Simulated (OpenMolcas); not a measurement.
# Cu²⁺ among point charges: CASSCF and CASPT2 levels, g values and susceptibility

How does a field of 4 point charges split the states of Cu²⁺, and what g values and χT follow?

Method: state-averaged CASSCF and CASPT2, spin-orbit coupling by RASSI with atomic mean-field integrals. Code: OpenMolcas 26.06.

**1. Starting point**

* Species: Cu²⁺ (copper, Z = 29, 27 electrons)
* Basis: ANO-RCC-VDZP [5s4p2d1f], 34 functions
* Scalar Hamiltonian: DKH2, point nucleus
* Inactive shells: 1s 2s 2p 3s 3p
* Active space: 9 electrons in 5 orbitals (3d)
* Some configurations of this space: 3d⁹
* Orbitals: optimised for each spin and parity, averaged over all roots

The outer shells:

3d9
```
3d [↑↓][↑↓][↑↓][↑↓][↑ ]
```

The ion sits among 4 point charges of -0.8 e arranged as a square (D4h), 1.96 Å from the ion.

The work runs as a chain of OpenMolcas steps in one folder; each step below is one input file. The outputs are cut to the sections that carry results. Labels, J, g values, rates, χT and fits are worked out afterwards by a script from the matrices that RASSI stores. The input lists half of the charges; inversion (Group=XYZ) makes the rest.

**2. GATEWAY and SEWARD: basis and integrals**

The input, a.inp:

```
&GATEWAY
Coord
1

Cu 0.0 0.0 0.0
Basis=ANO-RCC-VDZP
Group=XYZ
NoMove
AngMom=0.0 0.0 0.0
AMFI
XField
2 Angstrom 0
1.960000 0.000000 0.000000 -0.800000
0.000000 1.960000 0.000000 -0.800000
&SEWARD
```

Launch:

```sh
> OMP_NUM_THREADS=1 MOLCAS_MEM=1689 MOLCAS_PROJECT=a pymolcas a.inp > a.log
```

**3. Reference wave functions, doublets of even parity, 5 roots**

The input, a.inp:

```
&RASSCF
FileOrb=start.orb
Symmetry=1
Spin=2
nActEl=9 0 0
Inactive=3 6
Ras2=5 0
CIRoot=5 5 1
SDav=5
CIMx=300
Iter=120 100
PrWF=0.3
OrbListing=Nothing
MaxOrb=0
>>> COPY $Project.JobIph JOB001
```

start.orb holds the contracted functions of the basis, ordered by shell, or the orbitals of the step before.

**4. State interaction with spin-orbit coupling**

The input, a.inp:

```
&RASSI
NrOfJobIphs=1 5
1 2 3 4 5
IphNames
JOB001
EJob
SpinOrbit
DIPRint=1.0
SOCoupling=1000.0
Subsets=2
Property=9
'ANGMOM' 1 'ANGMOM' 2 'ANGMOM' 3 'MLTPL  1' 1 'MLTPL  1' 2 'MLTPL  1' 3
'AMFI' 1 'AMFI' 2 'AMFI' 3
SOProperty=3
'ANGMOM' 1 'ANGMOM' 2 'ANGMOM' 3
```

**5. CASPT2: IPEA 0.25, imaginary shift 0.1 (closed shells correlated: 3s 3p)**

The input, a.inp:

```
>>> COPY JOB001 $Project.JobIph
&CASPT2
Multistate=5 1 2 3 4 5
NoMult
Frozen=2 3
IPEA=0.25
Imaginary=0.1
MaxIter=60
WThr=0.0 0.3 0.05
PrWF=0.5
NoMix
```

(Steps that only read results are left out.)

Q: Predict the outcome of this session. Wanted: spin-free ground state; first state of the same spin; lowest level; next level.

**Answer**, as computed:

| quantity | value |
| --- | --- |
| method | SS-CASPT2, IPEA 0.25, imaginary shift 0.1 (closed shells correlated: 3s 3p) |
| spin-free ground state | 2B1, 1-fold in its orbital part |
| first state of the same spin | 2B2 at 1780 cm⁻¹ |
| lowest level | 2-fold E3/2, g = 1.74, 1.74, 4.62 |
| next level | 2296.8 cm⁻¹ |
| χT at 300 K | 0.95 cm³ K/mol |
| effective moment at 300 K | 2.76 μB |

Cost by method:

| method | time of its own steps | time with the reference |
| --- | --- | --- |
| A. CASSCF | 1.9 s | 1.9 s |
| B. SS-CASPT2, IPEA 0.25, imaginary shift 0.1, +3s 3p | 0.31 s | 2.2 s |

Times are of one thread on a shared host.

In words: The spin-free ground state (2B1) comes to 100 % from free-ion D terms and keeps the highest spin of the shell. χT at 300 K is 0.95, against 0.38 cm³ K/mol for the spin alone, so orbital moment adds to it. Point charges give too small a field for d ions at true ligand charges. Point charges carry no covalency, so the field is a model and not that of real ligands.
